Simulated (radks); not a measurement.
# Ionisation of Sr³⁺: one atom, several choices of exchange strength α

The task here is to estimate one member of a computed series from the others.

The numbers are computed with radks (a radial shooting solver on a logarithmic mesh, Libxc functionals) version 1 (scalar-relativistic Kohn-Sham, spin-polarised, spherical densities, point nucleus; open shells are filled with parallel spins first), except any that are marked as measured or tabulated.

### The atom as given

```
element       : strontium (Z = 38)
charge        : +3
electrons     : 35
configuration : [Ar] 3d10 4s2 4p5
ion           : Sr⁴⁺, [Ar] 3d10 4s2 4p4
choices       : α = 0.592; α = 0.667; α = 0.688; α = 0.744; α = 0.757; α = 0.842; α = 0.892; α = 0.894
```

The outer shells:

Sr³⁺
```
[Ar] core
3d [↑↓][↑↓][↑↓][↑↓][↑↓]
4s [↑↓]
4p [↑↓][↑↓][↑ ]
```

Sr⁴⁺
```
[Ar] core
3d [↑↓][↑↓][↑↓][↑↓][↑↓]
4s [↑↓]
4p [↑↓][↑ ][↑ ]
```

The first run:

Settings of this run:

```text
Z 38
configuration [Ar] 3d10 4s2 4p5
relativity scalar-relativistic
functional xalpha 0.592
spin polarised
nucleus point
c 137.035999084
```

Steps of the session up to this table: α = 0.592: Sr³⁺.

One of the session's tables, all rows but one given; the rest of the session is left out.

It belongs to the step «α = 0.592: Sr³⁺». Radial moments (bohr):

```
  level     <r>  outermost maximum (interpolated)  90 % within  nodes
  3p up  0.5010                             0.432        0.762      1
3p down       ?                                 ?            ?      ?
  3d up  0.5014                             0.377        0.815      0
3d down  0.5009                             0.377        0.813      0
  4s up   1.335                              1.18         1.95      3
4s down   1.335                              1.18         1.95      3
  4p up   1.510                              1.31         2.24      2
4p down   1.514                              1.31         2.25      2
```

Estimate the missing values for 3p down.

The run gave: <r>: 0.5008; outermost maximum (interpolated): 0.432; 90 % within: 0.762; nodes: 1. In the column «<r>» it is the lowest.

To keep in mind: Open shells are spherical and high-spin; term and fine-structure splittings are not resolved.
